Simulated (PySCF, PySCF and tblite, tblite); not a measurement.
**C4H6BF2N: a path driven as rotation about a bond, and NMR exchange**

How fast is rotation about a bond in C4H6BF2N (`C=N/C=C(/C)B(F)F`), and when do the exchanging lines merge?

Computed with tblite 0.8.0 (tight binding) and PySCF 2.14.0 (DFT, with response routines of our own); each step states its level. Atoms count from 0 throughout.

## (1) The starting structure

14 atoms, charge 0, multiplicity 1; geometry from: force field or distance geometry start.

Bonds of the start (Å): B5–F6 1.44, B5–F7 1.45, C0–H8 1.08, C0–H9 1.07, C0–N1 1.31, C2–C3 1.35, C2–H10 1.08, C3–B5 1.59, C3–C4 1.50, C4–H11 1.12, C4–H12 1.11, C4–H13 1.10, N1–C2 1.42.

## (2) GFN2-xTB relaxation, start minimum

Job settings and geometry (Å):

```
{"job": {"xc": "GFN2-xTB", "basis": "xTB", "kind": "relax"}, "charge": 0, "multiplicity": 1}
C      2.894100     0.069200     0.052800
N      1.676800    -0.356600    -0.155000
C      0.532100     0.408700     0.189600
C     -0.722600    -0.039600    -0.033100
C     -1.900200     0.796400     0.384600
B     -1.014100    -1.493000    -0.604400
F     -2.371000    -1.952100    -0.741500
F      0.072500    -2.370000    -0.991400
H      3.072200     1.046500     0.485600
H      3.724500    -0.551000    -0.209100
H      0.653800     1.396600     0.618100
H     -2.760600     0.627600    -0.306900
H     -1.655500     1.882100     0.349900
H     -2.202700     0.534800     1.408400
```

Started as:

```console
$ OMP_NUM_THREADS=1 python ens_run.py task.json out
```

This one command runs the whole study; its stages follow in the order run.

The log of the run:

```text
step      E/eV     max force
  0    -687.28474    3.727
  1    -687.72445    2.449
  2    -687.90304    2.458
  3    -687.98455    0.898
  4    -688.02310    0.376
  5    -688.03572    0.242
  6    -688.04157    0.188
  7    -688.04569    0.186
  8    -688.04974    0.198
  9    -688.05268    0.165
 10    -688.05428    0.094
 11    -688.05514    0.084
 12    -688.05570    0.069
 13    -688.05617    0.061
 14    -688.05658    0.066
 15    -688.05696    0.063
 16    -688.05729    0.058
 17    -688.05757    0.049
 18    -688.05784    0.053
 19    -688.05813    0.045
 20    -688.05843    0.053
 21    -688.05876    0.048
 22    -688.05912    0.049
 23    -688.05951    0.065
 24    -688.05984    0.061
 25    -688.06006    0.041
 26    -688.06025    0.036
 27    -688.06046    0.043
 28    -688.06072    0.054
 29    -688.06104    0.062
 30    -688.06142    0.058
 31    -688.06192    0.059
 32    -688.06254    0.063
 33    -688.06308    0.050
 34    -688.06333    0.040
 35    -688.06345    0.033
 36    -688.06355    0.027
 37    -688.06369    0.038
 38    -688.06389    0.043
 39    -688.06413    0.037
 40    -688.06435    0.036
 41    -688.06457    0.036
 42    -688.06482    0.043
 43    -688.06515    0.049
 44    -688.06553    0.054
 45    -688.06587    0.049
 46    -688.06617    0.053
 47    -688.06639    0.046
 48    -688.06659    0.047
 49    -688.06689    0.041
 50    -688.06727    0.066
 51    -688.06773    0.058
 52    -688.06833    0.052
 53    -688.06888    0.049
 54    -688.06923    0.075
 55    -688.06997    0.054
 56    -688.07023    0.034
 57    -688.07043    0.022
 58    -688.07058    0.026
 59    -688.07066    0.027
 60    -688.07075    0.025
 61    -688.07080    0.015
 62    -688.07084    0.014
 63    -688.07085    0.012
 64    -688.07087    0.011
 65    -688.07089    0.013
 66    -688.07092    0.012
 67    -688.07094    0.011
 68    -688.07096    0.013
 69    -688.07098    0.017
 70    -688.07101    0.020
 71    -688.07105    0.025
 72    -688.07107    0.014
 73    -688.07108    0.008
 74    -688.07109    0.008
 75    -688.07110    0.009
 76    -688.07110    0.007
 77    -688.07111    0.010
 78    -688.07112    0.011
 79    -688.07113    0.010
 80    -688.07115    0.016
 81    -688.07118    0.016
 82    -688.07121    0.018
 83    -688.07124    0.018
 84    -688.07130    0.020
 85    -688.07144    0.033
 86    -688.07116    0.170
 87    -688.07174    0.078
 88    -688.07200    0.055
 89    -688.06275    0.643
 90    -688.07230    0.046
 91    -688.07254    0.043
 92    -688.06544    0.589
 93    -688.07311    0.037
 94    -688.07348    0.038
 95    -688.06962    0.451
 96    -688.07399    0.041
 97    -688.07430    0.055
 98    -688.07365    0.294
 99    -688.07486    0.071
100    -688.07512    0.086
101    -688.07518    0.281
102    -688.07605    0.103
103    -688.07653    0.100
104    -688.07586    0.558
105    -688.07923    0.057
106    -688.08065    0.069
107    -688.07356    0.830
108    -688.08211    0.087
109    -688.08327    0.102
110    -688.07951    0.834
111    -688.08589    0.134
112    -688.08764    0.174
113    -688.08371    0.978
114    -688.09163    0.216
115    -688.09399    0.258
116    -688.09550    0.929
117    -688.10195    0.309
118    -688.10566    0.346
119    -688.11375    0.826
120    -688.12271    0.373
121    -688.13844    0.448
122    -688.14621    0.768
123    -688.16286    0.183
124    -688.17265    0.328
125    -688.17599    0.301
126    -688.18117    0.176
127    -688.18578    0.457
128    -688.19429    0.385
129    -688.20042    0.253
130    -688.20597    0.196
131    -688.20915    0.244
132    -688.21129    0.139
133    -688.21430    0.168
134    -688.21757    0.213
135    -688.21910    0.103
136    -688.22100    0.095
137    -688.22265    0.107
138    -688.22438    0.125
139    -688.22620    0.158
140    -688.22802    0.147
141    -688.22954    0.079
142    -688.23018    0.106
143    -688.23069    0.062
144    -688.23117    0.057
145    -688.23175    0.043
146    -688.23208    0.062
147    -688.23252    0.078
148    -688.23291    0.080
149    -688.23344    0.049
150    -688.23363    0.031
151    -688.23380    0.041
152    -688.23389    0.036
153    -688.23398    0.036
154    -688.23404    0.019
155    -688.23407    0.011
156    -688.23409    0.011
157    -688.23411    0.013
158    -688.23414    0.015
159    -688.23418    0.017
160    -688.23422    0.015
161    -688.23428    0.017
162    -688.23434    0.016
163    -688.23441    0.019
164    -688.23448    0.016
165    -688.23453    0.013
166    -688.23455    0.013
167    -688.23457    0.011
168    -688.23458    0.009
169    -688.23459    0.008
170    -688.23460    0.006
171    -688.23460    0.004
172    -688.23460    0.003
173    -688.23461    0.004
174    -688.23461    0.004
175    -688.23461    0.004
176    -688.23461    0.004
177    -688.23461    0.004
178    -688.23462    0.005
179    -688.23462    0.004
180    -688.23462    0.004
181    -688.23462    0.003
182    -688.23462    0.003
```

Wall time 1 s (1 thread of AMD EPYC 7B13, shared host).

Gain 0.950 eV; displacement 0.78 Å root mean square.

## (3) Relaxed scan, rotation

Job settings and geometry (Å):

```
{"job": {"xc": "GFN2-xTB", "basis": "xTB", "coordinate": [["t", [6, 5, 3, 2], 0.25], ["t", [6, 5, 3, 4], 0.25], ["t", [7, 5, 3, 2], 0.25], ["t", [7, 5, 3, 4], 0.25]], "kind": "drive"}, "charge": 0, "multiplicity": 1}
C      2.556370    -0.265460    -0.028933
N      1.732678     0.541251    -0.514117
C      0.508002     0.908157    -0.078074
C     -0.596254     0.128002     0.007636
C     -1.920134     0.780153     0.319495
B     -0.592381    -1.394605    -0.219917
F     -1.678540    -2.131325    -0.026096
F      0.456071    -2.115664    -0.601947
H      2.427915    -0.770760     0.929268
H      3.462459    -0.466160    -0.582229
H      0.423563     1.982181     0.060054
H     -2.562517     0.768876    -0.560301
H     -1.786198     1.810281     0.640083
H     -2.431712     0.224600     1.102609
```

The log of the run:

```text
point  coordinate     E/eV
  0     99.500     -688.22115
  1    114.300     -688.18552
  2    129.200     -688.13345
  3    144.100     -688.07030
  4    159.400     -688.02094
  5    174.800     -688.00728
  6    190.300     -688.05063
  7    205.200     -688.11595
  8    220.000     -688.16614
  9    234.900     -688.19985
 10    249.800     -688.22358
 11    264.700     -688.23387
```

It took 2.4 s on 1 thread of AMD EPYC 7B13, shared host.

The highest point is number 5, 4.9 kcal/mol above the first.

## (4) Nudged elastic band, leg 1

Changed since step 3:

```diff
@@ -1,2 +1,2 @@
-{"job": {"xc": "GFN2-xTB", "basis": "xTB", "coordinate": [["t", [6, 5, 3, 2], 0.25], ["t", [6, 5, 3, 4], 0.25], ["t", [7, 5, 3, 2], 0.25], ["t", [7, 5, 3, 4], 0.25]], "kind": "drive"}, "charge": 0, "multiplicity": 1}
+{"job": {"xc": "GFN2-xTB", "basis": "xTB", "kind": "neb"}, "charge": 0, "multiplicity": 1}
 C      2.556370    -0.265460    -0.028933
```

The log of the run:

```text
image   E - E0 / eV
  0       0.0000
  1       0.0716
  2       0.2159
  3       0.2070
  4       0.0799
  5       0.0221
  6       0.0001
```

It took 1.7 s on 1 thread of AMD EPYC 7B13, shared host.

The highest point is number 2, 5.0 kcal/mol above the first.

## (5) Saddle search, leg 1

Job settings and geometry (Å):

```
{"job": {"xc": "GFN2-xTB", "basis": "xTB", "kind": "saddle"}, "charge": 0, "multiplicity": 1}
C      2.483745    -0.278094    -0.184556
N      1.709000     0.575088    -0.678571
C      0.497198     0.957350    -0.164977
C     -0.565983     0.162163     0.023140
C     -1.896625     0.756452     0.409740
B     -0.540015    -1.385411    -0.229645
F     -1.169254    -1.959409    -1.236364
F      0.065295    -2.253854     0.561285
H      2.317658    -0.786997     0.766363
H      3.389548    -0.514192    -0.724838
H      0.409187     2.033537    -0.067202
H     -2.618354     0.634529    -0.396814
H     -1.791498     1.814352     0.635398
H     -2.289903     0.244487     1.287041
```

The log of the run:

```text
step      E/eV     max force
  0    -688.01876   0.0685
  1    -688.01159   0.1367
  2    -688.01710   0.0681
  3    -688.01388   0.0623
  4    -688.00748   0.2251
  5    -688.01301   0.0811
  6    -688.01108   0.0332
  7    -688.00848   0.0608
  8    -688.00701   0.0744
  9    -688.00682   0.0610
 10    -688.00686   0.0062
 11    -688.00690   0.0037
lowest wavenumbers (cm-1): -72.6 100.6 113.1 140.5 174.8 176.0
```

It took 2.8 s on 1 thread of AMD EPYC 7B13, shared host.

Point group C1; 1 imaginary mode, 73i cm⁻¹, carried by F6, F7. Steps downhill from it reached both ends.

## (6) Shieldings, start: PBE0/pcSseg-1

Job settings and geometry (Å):

```
{"job": {"kind": "nmr", "xc": "PBE0", "basis": "pcSseg-1", "pop": false}, "charge": 0, "multiplicity": 1}
C      2.556370    -0.265460    -0.028933
N      1.732678     0.541251    -0.514117
C      0.508002     0.908157    -0.078074
C     -0.596254     0.128002     0.007636
C     -1.920134     0.780153     0.319495
B     -0.592381    -1.394605    -0.219917
F     -1.678540    -2.131325    -0.026096
F      0.456071    -2.115664    -0.601947
H      2.427915    -0.770760     0.929268
H      3.462459    -0.466160    -0.582229
H      0.423563     1.982181     0.060054
H     -2.562517     0.768876    -0.560301
H     -1.786198     1.810281     0.640083
H     -2.431712     0.224600     1.102609
```

The log of the run:

```text
coarse grid: 12384 points
cycle   1  E = -434.7598203168  dE =  1.069e+00  |g| = 6.616e-01  |ddm| = 3.353e+00
cycle   2  E = -434.7111019551  dE =  4.872e-02  |g| = 8.928e-01  |ddm| = 9.050e-01
cycle   3  E = -434.8383879713  dE = -1.273e-01  |g| = 5.285e-02  |ddm| = 5.035e-01
cycle   4  E = -434.8388386428  dE = -4.507e-04  |g| = 3.008e-02  |ddm| = 5.630e-02
cycle   5  E = -434.8390091528  dE = -1.705e-04  |g| = 1.143e-02  |ddm| = 2.434e-02
cycle   6  E = -434.8390343655  dE = -2.521e-05  |g| = 3.576e-03  |ddm| = 1.102e-02
cycle   7  E = -434.8390372284  dE = -2.863e-06  |g| = 1.150e-03  |ddm| = 3.625e-03
final grid: 122472 points
cycle   8  E = -434.8925348181  dE = -5.766e-05  |g| = 7.454e-03  |ddm| = 2.803e-02
cycle   9  E = -434.8925272567  dE =  7.561e-06  |g| = 9.411e-03  |ddm| = 1.342e-02
cycle  10  E = -434.8925464338  dE = -1.918e-05  |g| = 2.591e-03  |ddm| = 8.380e-03
cycle  11  E = -434.8925479698  dE = -1.536e-06  |g| = 3.076e-04  |ddm| = 1.977e-03
cycle  12  E = -434.8925479874  dE = -1.768e-08  |g| = 1.249e-04  |ddm| = 2.993e-04
cycle  13  E = -434.8925479904  dE = -2.947e-09  |g| = 3.135e-05  |ddm| = 1.062e-04
cycle  14  E = -434.8925479906  dE = -2.071e-10  |g| = 8.357e-06  |ddm| = 3.289e-05
converged SCF energy = -434.8925479906

GIAO shielding tensors (ppm)
atom      isotropic    diamagn.    paramagn.     s11        s22        s33       span
  0 C       33.829     255.378    -221.549    -48.013     16.836    132.664    180.677
  1 N     -138.132     331.112    -469.245   -451.186   -142.522    179.311    630.497
  2 C       20.979     253.833    -232.854    -87.953     43.050    107.840    195.792
  3 C       85.839     261.724    -175.885     20.065     65.892    171.560    151.495
  4 C      165.503     246.152     -80.650    153.825    156.426    186.256     32.430
  5 B       76.364     195.049    -118.685     58.450     80.000     90.642     32.192
  6 F      248.821     468.507    -219.685    101.607    286.789    358.068    256.462
  7 F      267.151     471.665    -204.514    112.559    311.145    377.749    265.190
  8 H       24.123      31.801      -7.678     21.229     24.281     26.858      5.629
  9 H       24.398      28.438      -4.041     23.153     24.512     25.528      2.375
 10 H       23.729      31.780      -8.051     21.061     22.747     27.379      6.318
 11 H       29.623      28.537       1.086     25.771     27.432     35.665      9.895
 12 H       30.233      29.972       0.262     26.643     28.750     35.307      8.665
 13 H       29.622      29.258       0.364     25.349     28.564     34.954      9.605
```

Wall time 15 s (1 thread of AMD EPYC 7B13, shared host); peak memory 0.75 GiB.

In short: HOMO -6.77 eV, LUMO -1.44 eV; dipole 2.29 D.

## (7) Shieldings, saddle of leg 1: PBE0/pcSseg-1

Job settings and geometry (Å):

```
{"job": {"kind": "nmr", "xc": "PBE0", "basis": "pcSseg-1", "pop": false}, "charge": 0, "multiplicity": 1}
C      2.441186    -0.303005    -0.224910
N      1.722953     0.628758    -0.661753
C      0.502561     0.996324    -0.155275
C     -0.545975     0.183099     0.035590
C     -1.889907     0.748072     0.418983
B     -0.499419    -1.369142    -0.206314
F     -0.939893    -1.939418    -1.310150
F     -0.077211    -2.240135     0.692628
H      2.218207    -0.891567     0.667353
H      3.357240    -0.528104    -0.752341
H      0.402306     2.070146    -0.049058
H     -2.617582     0.558831    -0.369801
H     -1.821676     1.819464     0.588565
H     -2.252790     0.266678     1.326485
```

The log of the run:

```text
coarse grid: 12384 points
cycle   1  E = -434.7494161484  dE =  1.054e+00  |g| = 6.623e-01  |ddm| = 3.348e+00
cycle   2  E = -434.6953562720  dE =  5.406e-02  |g| = 9.130e-01  |ddm| = 8.858e-01
cycle   3  E = -434.8277885848  dE = -1.324e-01  |g| = 7.385e-02  |ddm| = 4.941e-01
cycle   4  E = -434.8284939187  dE = -7.053e-04  |g| = 4.839e-02  |ddm| = 7.238e-02
cycle   5  E = -434.8289593153  dE = -4.654e-04  |g| = 1.493e-02  |ddm| = 4.443e-02
cycle   6  E = -434.8290118671  dE = -5.255e-05  |g| = 2.531e-03  |ddm| = 1.516e-02
cycle   7  E = -434.8290131958  dE = -1.329e-06  |g| = 1.145e-03  |ddm| = 2.752e-03
final grid: 122472 points
cycle   8  E = -434.8840828907  dE = -6.727e-05  |g| = 7.166e-03  |ddm| = 3.050e-02
cycle   9  E = -434.8840808132  dE =  2.077e-06  |g| = 7.823e-03  |ddm| = 1.264e-02
cycle  10  E = -434.8840945305  dE = -1.372e-05  |g| = 2.020e-03  |ddm| = 7.145e-03
cycle  11  E = -434.8840954487  dE = -9.182e-07  |g| = 3.058e-04  |ddm| = 1.608e-03
cycle  12  E = -434.8840954674  dE = -1.865e-08  |g| = 1.088e-04  |ddm| = 3.012e-04
cycle  13  E = -434.8840954698  dE = -2.443e-09  |g| = 2.947e-05  |ddm| = 1.023e-04
cycle  14  E = -434.8840954700  dE = -1.678e-10  |g| = 8.827e-06  |ddm| = 2.945e-05
converged SCF energy = -434.8840954700

GIAO shielding tensors (ppm)
atom      isotropic    diamagn.    paramagn.     s11        s22        s33       span
  0 C       34.229     257.231    -223.002    -50.501     22.819    130.370    180.872
  1 N     -150.851     329.921    -480.773   -495.670   -172.557    215.672    711.342
  2 C       32.695     252.876    -220.182    -70.234     58.630    109.687    179.921
  3 C       75.173     266.125    -190.952      4.570     61.318    159.633    155.063
  4 C      166.088     246.063     -79.975    151.870    159.241    187.153     35.283
  5 B       74.008     194.824    -120.816     50.988     84.851     86.184     35.196
  6 F      239.621     468.515    -228.893     64.313    280.046    374.505    310.192
  7 F      216.786     469.661    -252.875     17.120    273.130    360.109    342.989
  8 H       23.991      32.446      -8.456     21.225     23.959     26.787      5.561
  9 H       24.599      28.862      -4.263     23.227     25.080     25.491      2.263
 10 H       24.247      32.132      -7.886     21.393     23.378     27.968      6.575
 11 H       29.627      28.486       1.141     25.424     28.069     35.388      9.964
 12 H       29.901      29.802       0.099     26.421     28.286     34.997      8.575
 13 H       29.955      28.904       1.051     25.552     28.418     35.895     10.343
```

It took 15 s on 1 thread of AMD EPYC 7B13, shared host; peak memory 0.76 GiB.

Key values: HOMO -6.80 eV, LUMO -1.29 eV; dipole 1.51 D.

## (8) The path in numbers

Job settings and geometry (Å):

```
{"job": {"smiles": "C=N/C=C(/C)B(F)F", "charge": 0, "mult": 1, "motion": "rotation", "what": "aryl or vinyl borane", "atoms": [5, 3], "drives": [{"terms": [["t", [6, 5, 3, 2], 0.25], ["t", [6, 5, 3, 4], 0.25], ["t", [7, 5, 3, 2], 0.25], ["t", [7, 5, 3, 4], 0.25]], "by": 180, "n": 12}], "study": "path", "level": {"kind": "nmr", "xc": "PBE0", "basis": "pcSseg-1"}, "fields": [360, 500, 600], "first": 1, "seed": 639, "kind": "path"}, "charge": 0, "multiplicity": 1}
C      2.556370    -0.265460    -0.028933
N      1.732678     0.541251    -0.514117
C      0.508002     0.908157    -0.078074
C     -0.596254     0.128002     0.007636
C     -1.920134     0.780153     0.319495
B     -0.592381    -1.394605    -0.219917
F     -1.678540    -2.131325    -0.026096
F      0.456071    -2.115664    -0.601947
H      2.427915    -0.770760     0.929268
H      3.462459    -0.466160    -0.582229
H      0.423563     1.982181     0.060054
H     -2.562517     0.768876    -0.560301
H     -1.786198     1.810281     0.640083
H     -2.431712     0.224600     1.102609
```

The log of the run:

```text
stationary points (kcal/mol above the start)
  n  kind          group   xTB      DFT    lowest mode
  0  minimum      C1       0.00     0.00      44.8
  1  saddle       C1       5.25     5.26     -72.6
  2  minimum      C1       0.00     0.00      44.2

GFN2-xTB energies: T/K, barrier G, reaction G (kcal/mol), k forward, k back (1/s)
 150.00     5.33    -0.00   1.07e+05   1.06e+05
 200.00     5.42    -0.00   9.95e+06   9.87e+06
 250.00     5.52    -0.00   1.55e+08   1.54e+08
 298.15     5.63    -0.00   9.26e+08   9.22e+08
 350.00     5.76    -0.00   3.71e+09    3.7e+09
 400.00     5.89    -0.00   1.01e+10   1.01e+10
 500.00     6.16    -0.00   4.22e+10   4.22e+10

PBE0/pcSseg-1 + D3(BJ) energies: T/K, barrier G, reaction G (kcal/mol), k forward, k back (1/s)
 150.00     5.34    -0.01   1.05e+05   1.03e+05
 200.00     5.43    -0.01   9.82e+06   9.68e+06
 250.00     5.53    -0.01   1.53e+08   1.51e+08
 298.15     5.64    -0.01   9.18e+08   9.09e+08
 350.00     5.76    -0.01   3.68e+09   3.65e+09
 400.00     5.89    -0.00   1.01e+10      1e+10
 500.00     6.17    -0.00    4.2e+10   4.18e+10
```

Run time: 41 s. Hardware: 1 thread of AMD EPYC 7B13, shared host; peak memory 0.76 GiB. This counts the whole study up to here.

Barriers by level (kcal/mol; entropies in cal/(mol K)). Zero-point and thermal terms come from xTB in every row. ΔG‡ leaves symmetry out; the rate counts equivalent paths (a factor of 2); effective ΔG‡, where given, is the barrier that would give that rate by Eyring's equation alone:

```
                 level   ΔE‡  with zero-point   ΔH‡   ΔS‡  ΔG‡ (298 K)  ΔE of reaction  k at 298 K (1/s)  effective ΔG‡
              GFN2-xTB  5.25             5.15  4.64  -3.3         5.63            0.00           9.3e+08           5.22
PBE0/pcSseg-1 + D3(BJ)  5.26             5.15  4.64  -3.3         5.64            0.00           9.2e+08           5.23
```

Sites that the driver pairs across this motion, and where their lines would merge (no couplings; faster rotations or exchange between molecules can average them sooner):

```
 nucleus  sites: shielding (ppm)  proton frequency (MHz)  spread (Hz)  coalescence (K)  lines at 298 K
$^{19}$F    F6: 248.8; F7: 267.2                     360         6211              135               1
$^{19}$F    F6: 248.8; F7: 267.2                     500         8627              137               1
$^{19}$F    F6: 248.8; F7: 267.2                     600        10352              138               1
```

## (9) Nudged elastic band

Job settings and geometry (Å):

```
{"job": {"spring": 0.001, "climb": false, "steps": 60, "xc": "GFN2-xTB", "basis": "xTB", "kind": "neb"}, "charge": 0, "multiplicity": 1}
C      2.556370    -0.265460    -0.028933
N      1.732678     0.541251    -0.514117
C      0.508002     0.908157    -0.078074
C     -0.596254     0.128002     0.007636
C     -1.920134     0.780153     0.319495
B     -0.592381    -1.394605    -0.219917
F     -1.678540    -2.131325    -0.026096
F      0.456071    -2.115664    -0.601947
H      2.427915    -0.770760     0.929268
H      3.462459    -0.466160    -0.582229
H      0.423563     1.982181     0.060054
H     -2.562517     0.768876    -0.560301
H     -1.786198     1.810281     0.640083
H     -2.431712     0.224600     1.102609
```

The log of the run:

```text
image   E - E0 / eV
  0       0.0000
  1       0.0805
  2       0.2170
  3       0.2079
  4       0.0874
  5       0.0235
  6       0.0001
```

It took 1.1 s on 1 thread of AMD EPYC 7B13, shared host; peak memory 0.29 GiB.

This input is unsound on purpose: springs far too weak.

The highest point is number 2, 5.0 kcal/mol above the first.

## (10) Summary of results

| quantity | value |
| --- | --- |
| barrier (PBE0/pcSseg-1 + D3(BJ)) | ΔE‡ 5.3, ΔG‡(298 K) 5.6 kcal/mol |
| barrier (GFN2-xTB) | ΔE‡ 5.2 kcal/mol |
| rate at 298 K | 9.2e+08 s⁻¹ |
| end of the path | the start, renumbered or mirrored |
| coalescence of $^{19}$F F6 | 138 K at 600 MHz |

DFT puts the top 5.3 kcal/mol above the start (xTB: 5.2); the rate from the DFT barrier is 9.2e+08 s⁻¹ at 298 K. An error of 1.4 kcal/mol changes that rate tenfold. The $^{19}$F lines of F6 and its partners, 10352 Hz apart at 600 MHz, merge at 138 K, so by this path alone the exchange at 298 K is fast for them; other paths were not followed.
